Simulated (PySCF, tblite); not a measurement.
# CH₆FGeN: geometry, infrared bands, NMR shifts and spin-spin couplings

Aim: predict the infrared bands, NMR shifts and spin-spin couplings of CH₆FGeN (`[CH3][Ge@H]([NH2])[F]`).

Programs: tblite 0.8.0 and PySCF 2.14.0, with density-fitted response routines of our own. Each step states its level of theory. These are calculated values for one molecule in the gas phase, unless marked as measured. Atoms count from 0, in the outputs and in this text.

### 1 The molecule as given

10 atoms, charge 0, multiplicity 1; geometry from: force field or distance geometry start.

Bonds of the start (Å): C0–Ge1 1.93, Ge1–N2 1.87, Ge1–F3 1.77, C0–H4 1.12, C0–H5 1.10, C0–H6 1.13, Ge1–H7 1.54, N2–H8 1.04, N2–H9 1.02.

### 2 Geometry optimisation with GFN2-xTB

Job settings and geometry (Å):

```
{"job": {"kind": "relax", "xc": "GFN2-xTB", "basis": "xTB"}, "charge": 0, "multiplicity": 1}
C     -1.463300    -0.094200     0.110300
Ge     0.346100     0.574200    -0.017400
N      1.551800    -0.841700     0.159700
F      0.685900     1.766800     1.245700
H     -1.894500     0.076200     1.125100
H     -1.550200    -1.143400    -0.224700
H     -2.059600     0.520400    -0.621700
H      0.573400     1.320500    -1.346400
H      1.304100    -1.643500    -0.458200
H      2.515200    -0.530700     0.005200
```

Run with:

```bash
> OMP_NUM_THREADS=1 python probes_run.py task.json out
```

The driver reads the jobs from task.json and runs them one after another.

What it wrote:

```text
step      E/eV     max force
  0    -403.09160    1.437
  1    -403.17873    0.603
  2    -403.21899    0.464
  3    -403.23582    0.425
  4    -403.26090    0.381
  5    -403.27036    0.277
  6    -403.28164    0.377
  7    -403.29089    0.287
  8    -403.30057    0.323
  9    -403.30770    0.206
 10    -403.31278    0.227
 11    -403.31677    0.200
 12    -403.32082    0.281
 13    -403.32445    0.227
 14    -403.32673    0.109
 15    -403.32794    0.085
 16    -403.32879    0.119
 17    -403.32964    0.135
 18    -403.33029    0.098
 19    -403.33063    0.051
 20    -403.33082    0.037
 21    -403.33102    0.048
 22    -403.33127    0.064
 23    -403.33153    0.064
 24    -403.33173    0.043
 25    -403.33188    0.034
 26    -403.33203    0.049
 27    -403.33225    0.058
 28    -403.33257    0.071
 29    -403.33295    0.067
 30    -403.33329    0.054
 31    -403.33356    0.057
 32    -403.33386    0.070
 33    -403.33420    0.082
 34    -403.33452    0.056
 35    -403.33475    0.044
 36    -403.33494    0.045
 37    -403.33519    0.075
 38    -403.33556    0.089
 39    -403.33596    0.069
 40    -403.33624    0.041
 41    -403.33641    0.041
 42    -403.33656    0.078
 43    -403.33680    0.073
 44    -403.33711    0.040
 45    -403.33725    0.037
 46    -403.33737    0.042
 47    -403.33756    0.052
 48    -403.33789    0.063
 49    -403.33821    0.055
 50    -403.33834    0.018
 51    -403.33837    0.018
 52    -403.33841    0.020
 53    -403.33848    0.039
 54    -403.33857    0.053
 55    -403.33869    0.045
 56    -403.33879    0.028
 57    -403.33885    0.027
 58    -403.33891    0.029
 59    -403.33901    0.045
 60    -403.33917    0.048
 61    -403.33932    0.028
 62    -403.33937    0.019
 63    -403.33942    0.032
 64    -403.33947    0.031
 65    -403.33967    0.044
 66    -403.33976    0.034
 67    -403.33991    0.027
 68    -403.33995    0.027
 69    -403.34009    0.033
 70    -403.34026    0.037
 71    -403.34052    0.030
 72    -403.34068    0.037
 73    -403.34073    0.022
 74    -403.34083    0.025
 75    -403.34094    0.028
 76    -403.34106    0.023
 77    -403.34118    0.029
 78    -403.34165    0.057
 79    -403.34218    0.100
 80    -403.34303    0.117
 81    -403.34443    0.105
 82    -403.34536    0.086
 83    -403.34025    0.408
 84    -403.34610    0.095
 85    -403.34658    0.040
 86    -403.34717    0.054
 87    -403.34731    0.144
 88    -403.34781    0.051
 89    -403.34809    0.033
 90    -403.34854    0.062
 91    -403.34873    0.032
 92    -403.34890    0.041
 93    -403.34898    0.031
 94    -403.34904    0.015
 95    -403.34905    0.011
 96    -403.34906    0.012
 97    -403.34907    0.007
```

It took 0.58 s on 1 thread of Arm Neoverse N1, shared host.

Relaxation path: (not every step is listed)

```csv
step,energy from step 0 (eV),largest force (eV/Å)
0,0.0000,1.4373
1,-0.0871,0.6031
2,-0.1274,0.4637
3,-0.1442,0.4250
4,-0.1693,0.3812
5,-0.1788,0.2772
6,-0.1900,0.3768
7,-0.1993,0.2870
8,-0.2090,0.3233
16,-0.2372,0.1192
24,-0.2401,0.0426
32,-0.2423,0.0695
40,-0.2446,0.0406
48,-0.2463,0.0633
56,-0.2472,0.0281
64,-0.2479,0.0307
72,-0.2491,0.0367
80,-0.2514,0.1175
88,-0.2562,0.0509
92,-0.2573,0.0408
93,-0.2574,0.0312
94,-0.2574,0.0149
95,-0.2574,0.0106
96,-0.2575,0.0123
97,-0.2575,0.0070
```

Close pairs (by a distance rule), those that changed most:

```csv
bond,before (Å),after (Å),change (Å)
Ge1–N2,1.868,1.809,-0.059
C0–H6,1.127,1.086,-0.041
N2–H8,1.042,1.008,-0.034
C0–Ge1,1.933,1.966,+0.033
C0–H4,1.116,1.087,-0.029
Ge1–H7,1.541,1.520,-0.021
C0–H5,1.105,1.085,-0.019
Ge1–F3,1.770,1.753,-0.018
```

The final coordinates are the input of the step that follows.

### 3 Vibrational analysis with GFN2-xTB

Job settings and geometry (Å):

```
{"job": {"kind": "ir", "xc": "GFN2-xTB", "basis": "xTB"}, "charge": 0, "multiplicity": 1}
C     -1.518492    -0.074339     0.071206
Ge     0.331750     0.507429    -0.250866
N      1.510216    -0.775380     0.238221
F      0.707780     1.754540     0.921672
H     -1.585173    -0.472841     1.079903
H     -1.820129    -0.846305    -0.629676
H     -2.204651     0.762305    -0.018991
H      0.614602     1.267399    -1.536633
H      1.508327    -1.641641    -0.277646
H      2.464653    -0.476513     0.380283
```

What it wrote:

```text
mode    cm-1     km/mol
  1      70.2      0.66
  2     140.2     17.72
  3     161.4      7.66
  4     184.5     17.09
  5     213.9     14.97
  6     469.6    120.49
  7     509.9    239.61
  8     574.9     21.37
  9     607.5    134.60
 10     628.9     46.63
 11     657.2     65.38
 12     739.7     83.26
 13     790.3    125.97
 14     802.0    110.08
 15    1312.0      7.73
 16    1442.8      3.02
 17    1447.4      1.02
 18    1476.1     35.00
 19    1820.5    475.19
 20    3022.5      8.79
 21    3032.5     13.96
 22    3033.4     21.37
 23    3432.6      2.27
 24    3472.4      0.30
```

It took 0.26 s on 1 thread of Arm Neoverse N1, shared host.

The strongest bands and the atoms that carry them (share of the mass-weighted mode):

```csv
cm⁻¹,km/mol,atoms
470,120.5,"F3 77 %, Ge1 18 %"
510,239.6,"N2 38 %, H9 33 %, H8 23 %"
608,134.6,H7 75 %
657,65.4,"N2 49 %, H8 18 %, Ge1 16 %, H9 13 %"
740,83.3,"H9 30 %, H8 26 %, H5 13 %"
790,126.0,"H5 33 %, C0 12 %, H4 11 %, H9 10 %"
802,110.1,"H4 33 %, H6 31 %, C0 16 %"
1820,475.2,H7 98 %
```

### 4 NMR shieldings: PBE0/pcSseg-1

Settings changed since step 3:

```diff
@@ -1,2 +1,2 @@
-{"job": {"kind": "ir", "xc": "GFN2-xTB", "basis": "xTB"}, "charge": 0, "multiplicity": 1}
+{"job": {"kind": "nmr", "xc": "PBE0", "basis": "pcSseg-1"}, "charge": 0, "multiplicity": 1}
 C     -1.518492    -0.074339     0.071206
```

With the program's defaults for keys left out, this is: GIAO PBE0/pcSseg-1 NMR shielding, non-relativistic, gas phase.

What it wrote:

```text
coarse grid: 37848 points
cycle   1  E = -2272.5191566939  dE = -5.200e-01  |g| = 1.125e+00  |ddm| = 2.822e+00
cycle   2  E = -2272.3452013204  dE =  1.740e-01  |g| = 1.520e+00  |ddm| = 1.479e+00
cycle   3  E = -2272.6555583066  dE = -3.104e-01  |g| = 1.887e-01  |ddm| = 1.010e+00
cycle   4  E = -2272.6603357936  dE = -4.777e-03  |g| = 6.717e-02  |ddm| = 1.337e-01
cycle   5  E = -2272.6609585183  dE = -6.227e-04  |g| = 1.085e-02  |ddm| = 4.602e-02
cycle   6  E = -2272.6609834519  dE = -2.493e-05  |g| = 3.923e-03  |ddm| = 1.088e-02
cycle   7  E = -2272.6609861119  dE = -2.660e-06  |g| = 7.428e-04  |ddm| = 3.072e-03
final grid: 79080 points
cycle   8  E = -2272.6609569469  dE =  1.009e-08  |g| = 9.016e-04  |ddm| = 1.494e-03
cycle   9  E = -2272.6609568045  dE =  1.424e-07  |g| = 1.205e-03  |ddm| = 1.673e-03
cycle  10  E = -2272.6609571424  dE = -3.379e-07  |g| = 7.810e-05  |ddm| = 9.252e-04
cycle  11  E = -2272.6609571437  dE = -1.342e-09  |g| = 2.378e-05  |ddm| = 7.711e-05
cycle  12  E = -2272.6609571438  dE = -9.140e-11  |g| = 1.435e-06  |ddm| = 1.392e-05
converged SCF energy = -2272.6609571438

GIAO shielding tensors (ppm)
atom      isotropic    diamagn.    paramagn.     s11        s22        s33       span
  0 C      183.890     253.587     -69.697    177.006    177.478    197.184     20.178
  1 Ge    1243.169    2754.407   -1511.238   1155.194   1270.876   1303.437    148.243
  2 N      247.954     319.448     -71.494    205.174    264.407    274.279     69.105
  3 F      378.752     477.132     -98.381    342.784    381.436    412.036     69.252
  4 H       30.856      30.421       0.435     26.064     28.361     38.143     12.079
  5 H       31.328      30.407       0.922     26.672     28.388     38.926     12.255
  6 H       31.006      29.458       1.548     26.291     27.900     38.829     12.538
  7 H       25.485      27.957      -2.472     19.164     19.849     37.441     18.277
  8 H       31.605      31.739      -0.135     23.749     27.051     44.014     20.265
  9 H       31.023      30.418       0.606     23.004     26.723     43.344     20.341
```

Run time: 18 s. Hardware: 1 thread of Arm Neoverse N1, shared host; peak memory 0.58 GiB.

The references, computed at this level on geometries of the same kind, shield at (ppm): 1H TMS 31.72, 13C TMS 186.9, 19F CFCl3 170.9, 15N NH3 267.7, 73Ge GeMe4 1331. Their shielding less the atom's gives the shift. The references are single molecules in the gas phase, so shifts against H2O, NH3, PH3, H3PO4 or CFCl3 are not on the usual liquid scales and can be off by tens of ppm. Atoms listed in one row are averaged.

```csv
atoms,environment,σ (ppm),δ (ppm)
C0,methyl carbon bonded to Ge,183.9,3.0
H7,"hydrogen on a germanium bonded to C, F, N",25.48,6.23
"H4, H5, H6",hydrogen on a methyl carbon bonded to Ge,31.06,0.65
"H8, H9",hydrogen on a nitrogen bonded to Ge,31.31,0.40
Ge1,"germanium bonded to C, F, N, H",1243,88
N2,"nitrogen bonded to Ge, 2 H",248.0,19.8
F3,fluorine bonded to Ge,378.8,-207.8
```

The run also stored atomic charges by several schemes (e):

```csv
atoms,Mulliken,IAO,Hirshfeld,ESP fit
C0,-0.58,-0.71,-0.20,-0.65
Ge1,1.01,1.19,0.50,0.97
N2,-0.68,-0.82,-0.33,-1.00
F3,-0.52,-0.55,-0.27,-0.39
```

Mayer bond orders: C0–Ge1 0.98, Ge1–N2 0.95, Ge1–F3 0.79.

### 5 Indirect couplings: B3LYP/pcSseg-1+pcJ-1

Settings changed since step 4:

```diff
@@ -1,2 +1,2 @@
-{"job": {"kind": "nmr", "xc": "PBE0", "basis": "pcSseg-1"}, "charge": 0, "multiplicity": 1}
+{"job": {"kind": "j", "xc": "B3LYP", "basis": "pcJ-1"}, "charge": 0, "multiplicity": 1}
 C     -1.518492    -0.074339     0.071206
```

Level: B3LYP/pcJ-1 Ge:pcSseg-1 indirect spin-spin coupling, non-relativistic, gas phase.

What it wrote:

```text
coarse grid: 37848 points
cycle   1  E = -2273.0489296122  dE = -5.101e-01  |g| = 1.224e+00  |ddm| = 2.599e+00
cycle   2  E = -2272.7703570467  dE =  2.786e-01  |g| = 1.793e+00  |ddm| = 1.733e+00
cycle   3  E = -2273.2104470205  dE = -4.401e-01  |g| = 2.399e-01  |ddm| = 1.239e+00
cycle   4  E = -2273.2179599156  dE = -7.513e-03  |g| = 8.485e-02  |ddm| = 1.703e-01
cycle   5  E = -2273.2189241443  dE = -9.642e-04  |g| = 1.667e-02  |ddm| = 5.951e-02
cycle   6  E = -2273.2189843566  dE = -6.021e-05  |g| = 5.407e-03  |ddm| = 1.608e-02
cycle   7  E = -2273.2189890225  dE = -4.666e-06  |g| = 1.203e-03  |ddm| = 4.294e-03
final grid: 79080 points
cycle   8  E = -2273.2189327595  dE =  2.242e-07  |g| = 1.643e-03  |ddm| = 2.397e-03
cycle   9  E = -2273.2189320108  dE =  7.487e-07  |g| = 2.451e-03  |ddm| = 3.078e-03
cycle  10  E = -2273.2189333931  dE = -1.382e-06  |g| = 1.552e-04  |ddm| = 1.813e-03
cycle  11  E = -2273.2189333984  dE = -5.315e-09  |g| = 3.830e-05  |ddm| = 1.422e-04
cycle  12  E = -2273.2189333986  dE = -2.465e-10  |g| = 2.409e-06  |ddm| = 2.252e-05
converged SCF energy = -2273.2189333986

Indirect spin-spin couplings (Hz)
  i      j    bonds     total        FC       PSO       DSO        SD
  0 C    2 N    2     -6.491    -6.644     0.134     0.041    -0.021
  0 C    3 F    2      3.547     3.292    -1.203    -0.388     1.846
  0 C    4 H    1    139.685   137.307     1.413     0.965         -
  0 C    5 H    1    133.524   130.959     1.627     0.937         -
  0 C    6 H    1    138.766   136.338     1.485     0.943         -
  0 C    7 H    2     27.834    28.591     0.063    -0.820         -
  0 C    8 H    3     -0.676    -0.536     0.071    -0.211         -
  0 C    9 H    3      5.147     5.555     0.365    -0.773         -
  2 N    3 F    2    -10.704   -11.967     1.742     0.116    -0.595
  2 N    4 H    3      0.028    -0.026     0.040     0.011     0.003
  2 N    5 H    3      0.737     0.668    -0.030     0.083     0.015
  2 N    6 H    3     -3.530    -3.732    -0.079     0.295    -0.014
  2 N    7 H    2     -0.984    -1.412    -0.003     0.404     0.026
  2 N    8 H    1    -74.385   -70.263    -3.193    -0.459    -0.469
  2 N    9 H    1    -75.500   -71.664    -2.942    -0.468    -0.426
  3 F    4 H    3     -0.963    -0.566     0.233    -0.454    -0.177
  3 F    5 H    3     13.823    16.333     0.419    -2.929    -0.000
  3 F    6 H    3     -0.970    -1.080     0.632    -0.455    -0.067
  3 F    7 H    2     62.982    66.069    -0.248    -1.804    -1.035
  3 F    8 H    3     18.340    20.272     1.109    -3.376     0.335
  3 F    9 H    3     -1.129    -1.425     0.376     0.037    -0.117
  4 H    5 H    2    -13.783   -14.837     3.027    -1.972         -
  4 H    6 H    2    -13.145   -14.191     2.988    -1.942         -
  4 H    7 H    3      4.497     7.125     1.680    -4.309         -
  4 H    9 H    4     -0.945    -0.354     1.241    -1.833         -
  5 H    6 H    2    -14.266   -15.303     3.061    -2.025         -
  5 H    7 H    3     -3.594    -2.515     0.558    -1.636         -
  5 H    8 H    4      0.233     0.231    -0.271     0.274         -
  5 H    9 H    4     -1.381    -0.580     1.499    -2.300         -
  6 H    7 H    3     -2.856    -2.034     0.348    -1.170         -
  6 H    8 H    4     -1.099    -0.284     1.288    -2.103         -
  6 H    9 H    4      0.882     2.093     1.563    -2.774         -
  7 H    8 H    3     -3.545    -2.147     0.965    -2.364         -
  7 H    9 H    3     -3.853    -2.701     0.675    -1.827         -
  8 H    9 H    2     -7.776    -9.700     5.712    -3.788         -
```

It took 40 s on 1 thread of Arm Neoverse N1, shared host; peak memory 0.76 GiB.

A choice of the couplings up to four bonds, sorted by the number of bonds, with means over like pairs; isotopes 13C, 19F, 1H, 15N:

```csv
pair,bonds,J (Hz),Fermi contact (Hz)
C0–H4,1,137.3,134.9
N2–H8,1,-74.9,-71.0
F3–H7,2,63.0,66.1
C0–H7,2,27.8,28.6
H4–H5,2,-13.7,-14.8
N2–F3,2,-10.7,-12.0
H8–H9,2,-7.8,-9.7
C0–N2,2,-6.5,-6.6
C0–F3,2,3.5,3.3
F3–H8,3,8.6,9.4
F3–H4,3,4.0,4.9
H7–H8,3,-3.7,-2.4
C0–H8,3,2.2,2.5
```

The spin-dipole term was solved for some atoms only; pairs without it lack that part.

The response was solved for the nuclei of C, F, H, N alone, so couplings that need other nuclei can be missing.

Quadrupole couplings from the field gradients of the same density:

```csv
atom,isotope,eQq/h (MHz),η
Ge1,73Ge,-87.8,0.37
N2,14N,-4.787,0.18
```

Shifts (PBE0/pcSseg-1, unscaled) and these couplings together give the proton spectrum at 500 MHz below.

1H NMR δ 6.23 (d, J = 63.0 Hz, 1H), 0.65 (d, J = 4.0 Hz, 3H), 0.40 (br s, 2H).

### 6 Results

| quantity | value |
| --- | --- |
| strongest single infrared mode (GFN2-xTB) | 1820 cm⁻¹, 475 km/mol |
| zero-point energy (GFN2-xTB) | 42.9 kcal/mol |
| 13C shifts against TMS (PBE0/pcSseg-1) | 3.0 ppm |
| 1H shifts against TMS (PBE0/pcSseg-1, means over atoms taken as alike) | 6.23, 0.65, 0.40 ppm |
| 73Ge shifts against GeMe4 (PBE0/pcSseg-1) | 88 ppm |
| 15N shifts against NH3 (PBE0/pcSseg-1) | 19.8 ppm |
| 19F shifts against CFCl3 (PBE0/pcSseg-1) | -207.8 ppm |
| largest coupling of the table (B3LYP/pcSseg-1+pcJ-1) | 1J(C,H) C0–H4, 137.3 Hz |

In words: Over 97 steps the energy fell by 0.257 eV; of the close pairs, Ge1–N2 changed most, 1.868 to 1.809 Å. All 24 modes are real, so the xTB geometry is a minimum. The strongest single mode, at 1820 cm⁻¹, moves mainly H7. GFN2-xTB is a fitted tight-binding method: band positions and strengths are rough. Its intensities can rank the bands wrongly. At PBE0/pcSseg-1: Shielding is most anisotropic at Ge1 (span 148 ppm, paramagnetic term -1511 ppm). Of the pairs tabulated at B3LYP/pcSseg-1+pcJ-1, C0–H4 (mean over like pairs) couples most strongly (137.3 Hz; Fermi contact 134.9 Hz). Spin-orbit coupling is left out, which matters for shieldings and couplings at and beside the heavy atoms.
